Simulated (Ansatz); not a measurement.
## SnTe, space group Fm-3m: a calculation of the elastic constants

Program: Ansatz 0.2.0, Python API.

The script reads `snte.cif`:
```cif
data_SnTe
_cell_length_a 4.455975
_cell_length_b 4.455975
_cell_length_c 4.455975
_cell_angle_alpha 60.00000
_cell_angle_beta 60.00000
_cell_angle_gamma 60.00000
_symmetry_space_group_name_H-M 'P 1'
_symmetry_Int_Tables_number 1
loop_
_symmetry_equiv_pos_as_xyz
'x, y, z'
loop_
_atom_site_label
_atom_site_type_symbol
_atom_site_fract_x
_atom_site_fract_y
_atom_site_fract_z
Sn1 Sn    0.000000    0.000000    0.000000
Te2 Te    0.500000    0.500000    0.500000
```

The script, `run_elastic.py`:
```python
from dataclasses import replace

import ansatz as az
from ase.io import read
import numpy as np

atoms = read("snte.cif")
xtal = az.Crystal.from_ase(atoms)

job = (
    xtal.calculation()
    .functional("r2scan")
    .occupations("fixed")
    .kpoints(6, 6, 6)
)
rest = job.relax(cell=True).run(threads=1, pin="off").lattice
relaxed = az.Crystal(lattice=az.Lattice.of(rest.cell_ang))
for site in rest.sites:
    relaxed = relaxed.atom(site.symbol, site.position_frac)
job = replace(job, crystal=relaxed)
print("relaxed volume {:.3f} A^3".format(abs(np.linalg.det(rest.cell_ang))))
res = job.elastic("relaxed-ion").run(threads=1, pin="off")
elastic = res.elastic

C = np.asarray(elastic.c_gpa)
for i in range(6):
    for j in range(i, 6):
        if abs(C[i, j]) > 0.05:
            print(f"C{i + 1}{j + 1} = {C[i, j]:.1f} GPa")
print("smallest eigenvalue of C:", round(elastic.stability.min_eigenvalue_gpa, 1), "GPa; tensor positive definite:", elastic.stability.min_eigenvalue_gpa > 0)
if elastic.stability.min_eigenvalue_gpa > 0:
    for name, value in elastic.moduli.to_plain().items():
        print(f"{name:14s} {value:9.3f}")
```

```console
$ python run_elastic.py
DeckWarning: basis.ecutwfc = 500 eV, auto-derived from the records' recommended cutoffs: set by Sn (their level for a meta-GGA)
relaxed volume 64.944 A^3
C11 = 83.0 GPa
C12 = 18.7 GPa
C13 = 32.9 GPa
C14 = -20.0 GPa
C22 = 83.0 GPa
C23 = 32.9 GPa
C24 = 20.0 GPa
C33 = 68.8 GPa
C44 = 46.3 GPa
C55 = 46.3 GPa
C56 = -20.0 GPa
C66 = 32.1 GPa
smallest eigenvalue of C: 18.0 GPa; tensor positive definite: True
k_voigt_gpa       44.865
k_reuss_gpa       44.865
k_hill_gpa        44.865
g_voigt_gpa       34.961
g_reuss_gpa       24.979
g_hill_gpa        29.970
youngs_gpa        73.535
poisson            0.227
```
(Warnings from the package without file and line.)

With fixed filling the reported Fermi level is the top filled level among the k-points of the SCF. A positive definite tensor excludes instabilities under uniform strain alone; phonons elsewhere in the zone can still be imaginary. Of the deposited cell: the entry's cell lengths or inner coordinates differ somewhat from later room-temperature determinations. The starting cell is as deposited in a crystallographic database; the results hold for this polymorph, which needn't be the stable one. The constants belong to the cell that was strained; where it wasn't relaxed first it may be under stress. Timing: 120 s on 1 thread of Arm Neoverse V1, with other jobs on the host, peak memory 0.76 GiB.
